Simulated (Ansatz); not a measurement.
# FHf: the cost of one run

Computed with Ansatz 0.2.0 (DFT unrestricted PBE0, Gaussian basis def2-TZVPP, and further levels as typed in the inputs, unless a step's input says otherwise).

### Step 1. Starting point

Bond lengths: Hf1–F2 1.850 Å.

Structure file:

```xyz
2

Hf    0.0000    0.0000    0.0000
F     0.0000    0.0000    1.8500
```

### Step 2. Batch of points: FHf

Input file input.yaml:

```yaml
magnetization:
  spin_polarized: true
  initial_magnetization: 1
basis:
  gaussian: { orbitals: def2-TZVPP }
hamiltonian:
  xc: pbe0
batch:
  members: [s0.yaml, s1.yaml, s2.yaml, s3.yaml, s4.yaml, s5.yaml, s6.yaml, s7.yaml, s8.yaml, s9.yaml, s10.yaml]
# s1.yaml, one of 11 members:
crystal:
  periodic: [false, false, false]
  atoms:
    - { symbol: Hf, position_ang: [0.0, 0.0, 0.0] }
    - { symbol: F, position_ang: [0.0, 0.0, 1.71] }
```

What time and memory should one allow on 6 threads of Arm Neoverse N1, shared host?

About 22 s, with a peak of 0.7 GiB.
